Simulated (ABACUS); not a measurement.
# Ir in ABACUS: the effect of functional

The system is Ir, a slab with vacuum.

```xyz
5
Lattice="2.7149 0.0000 0.0000 -1.3574 2.3511 0.0000 0.0000 0.0000 23.8667" Properties=species:S:1:pos:R:3 pbc="T T T"
Ir    1.3574    0.7837    7.5000
Ir    0.0000    1.5674    9.7167
Ir    0.0000    0.0000   11.9334
Ir    1.3574    0.7837   14.1500
Ir    0.0000    1.5674   16.3667
```

The slab is cut from a database's or a generator's crystal, which needn't be the stable form of the element.

Alike in all runs:

- Program: ABACUS 3.10.1
- Task: single point
- Potentials or basis: SG15 ONCV 1.2 PBE
- Cutoff: 1361 eV
- Density cutoff: 5442 eV
- Basis: DZP LCAO (the cutoffs set its grid)
- k mesh: 11 × 11 × 1
- Occupations: fermi-dirac, width 0.05 eV
- Spin: no spin polarisation

```tsv
functional	largest force (eV/Å)
LDA	0.56
PBE	0.26
PBEsol	?
RPBE	0.25
SOGGA	0.56
```

**Question.** What does the run with functional PBEsol give?

**Answer.** Largest force 0.40 eV/Å.

Caveats: the atomic orbitals were generated for these runs and aren't a published set; the potentials were made for another functional, which shifts forces and pressure (some runs); confined orbitals describe the vacuum poorly, which shifts work functions (some runs).
